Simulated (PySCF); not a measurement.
# SbBr−: from the state search to spectroscopic constants

One table from this session's results is given with a row withheld; the runs are named, their logs left out.

The runs use PySCF 2.14.0; Sb def2-TZVPPD with ECP28, Br def2-TZVPPD, scalar-relativistic core potentials.

Set-up of the first run:

Settings of the job:

```json
{"atoms": "Sb, Br", "charge": "-1", "basis": "Sb def2-TZVPPD with ECP28, Br def2-TZVPPD", "Hamiltonian": "scalar-relativistic core potentials", "basis functions": "113", "electrons treated": "59", "masses in u": "120.9038, 78.9183", "levels": "PBE0, PBE, r²SCAN, r²SCANh, B97-3, PW91, LDA, r²SCAN0, CAM-B3LYP, HF, MP2, SCS-MP2", "grid": "80 radial by 434 angular points", "occupations": "held fixed by the projection of orbital angular momentum", "dissociation limit": "Sb + Br−, each in its ground configuration", "starting distance in angstrom": "2.580", "values of 2S to try": "1, 3"}
```

Command:

```
OMP_NUM_THREADS=2 python dia.py task.json out
```

Among the steps run: Input; First curve: PBE0; Higher solutions at PBE0; PBE; r²SCAN (meta-GGA); r²SCANh; B97-3 (global hybrid GGA); PW91; LDA (local density); r²SCAN0; CAM-B3LYP; UHF (mean field).

One table of the session follows, with a row left open; its other results are not shown here.

It belongs to the step «The curves together». Energy (eV) from each level's lowest point:

| R (Å) | UHF | UHF-MP2 | UHF-SCS-MP2 | LDA | PBE |
| --- | --- | --- | --- | --- | --- |
| 2.272 | 0.959 | 0.747 | 0.819 | 0.659 | 0.857 |
| 2.378 | 0.448 | 0.306 | 0.355 | 0.253 | 0.384 |
| 2.483 | 0.163 | 0.082 | 0.110 | 0.055 | 0.127 |
| 2.563 | 0.052 | 0.011 | 0.025 | 0.000 | 0.034 |
| 2.642 | 0.003 | 0.000 | 0.000 | 0.002 | 0.000 |
| 2.721 | 0.000 | 0.032 | 0.019 | 0.044 | 0.010 |
| 2.827 | 0.044 | 0.119 | 0.092 | 0.143 | 0.071 |
| 2.959 | 0.147 | 0.274 | 0.230 | 0.307 | 0.193 |
| 3.118 | ? | ? | ? | ? | ? |
| 3.329 | 0.521 | 0.782 | 0.702 | 0.825 | 0.622 |

**Question.** Estimate the row for R (Å) = 3.118.

Worked estimate for «UHF». A straight line through the neighbours (2.959, 0.147) and (3.329, 0.521) gives 0.147 + (0.521 − 0.147) × (3.118 − 2.959) / (3.329 − 2.959) = 0.308; a parabola fitted to 3 rows on both sides gives 0.292.

**Answer.** UHF: 0.303; UHF-MP2: 0.490; UHF-SCS-MP2: 0.428; LDA: 0.529; PBE: 0.372. In «UHF» the line misses by +0.005 and the parabola by -0.011.

Caveats from the session: At some levels the lowest empty orbital lies below the highest filled one (the two can be of opposite spin).
